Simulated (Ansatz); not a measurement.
# LiPd2N3: the cost of one run

Method: DFT PBE, scalar-relativistic, plane waves, PAW, in Ansatz 0.2.0.

1 further run of the same task is left out (it didn't finish).

## Step 1: Starting point

Symmetry: P-3m1, No. 164, trigonal system. The conventional cell has a = 3.067 Å, b = 3.067 Å, c = 7.870 Å, α = 90.00°, β = 90.00°, γ = 120.00°. Li (site symmetry -3m) has 6 N at 2.41 Å in its first shell of neighbours. Around Pd (site symmetry 3m) lie 6 N at 2.05 to 2.18 Å. Around N (site symmetry 3m) lie 3 Pd at 2.05 Å and 3 Li at 2.41 Å. N (site symmetry -3m) is surrounded by 6 Pd at 2.18 Å.

Structure file:

```
CELL_PARAMETERS angstrom
3.06736 0.00000 0.00000
-1.53368 2.65641 0.00000
0.00000 0.00000 7.86998
ATOMIC_POSITIONS crystal
Li 0.00000 0.00000 0.00000
Pd 0.33333 0.66667 0.66182
Pd 0.66667 0.33333 0.33818
N 0.33333 0.66667 0.20811
N 0.00000 0.00000 0.50000
N 0.66667 0.33333 0.79189
```

Recipe of the guess: species swapped into a database cell of NaNi2O3 (P-3m1, No. 164), with Li on the Na sites, Pd on the Ni sites and N on the O sites. The dimensions are guesses.

## Step 2: The guess as it stands, on a coarse mesh

File input.yaml:

```yaml
crystal:
  lattice:
    - [3.06736067, 0.0, 0.0]
    - [-1.53368033, 2.65641226, 0.0]
    - [0.0, 0.0, 7.86998205]
  atoms:
    - { symbol: Li, position: [0.0, 0.0, 0.0] }
    - { symbol: Pd, position: [0.33333333, 0.66666667, 0.661825] }
    - { symbol: Pd, position: [0.66666667, 0.33333333, 0.338175] }
    - { symbol: "N", position: [0.33333333, 0.66666667, 0.20810699] }
    - { symbol: "N", position: [0.0, 0.0, 0.5] }
    - { symbol: "N", position: [0.66666667, 0.33333333, 0.79189301] }
basis:
  ecutwfc: 420
kpoints:
  mp_grid: { grid: [6, 6, 2] }
hamiltonian:
  xc: pbe
scf:
  occupations: { method: gaussian, width: 0.1 }
  lower_state_search: "off"
output:
  forces: true
  stress: true
  eigenvalues: true
```

Launch:

```bash
$ ansatz run input.yaml --threads 1 --pin off --max-ram 2560MiB --backend cpu --events-out ev --progress --plain --runs-dir out
```

What time and memory should one allow on 1 thread of Intel Xeon Platinum 8223CL at 3.00GHz (Skylake/Cascade Lake), shared host?

About 1.6 s, with a peak of 0.38 GiB.
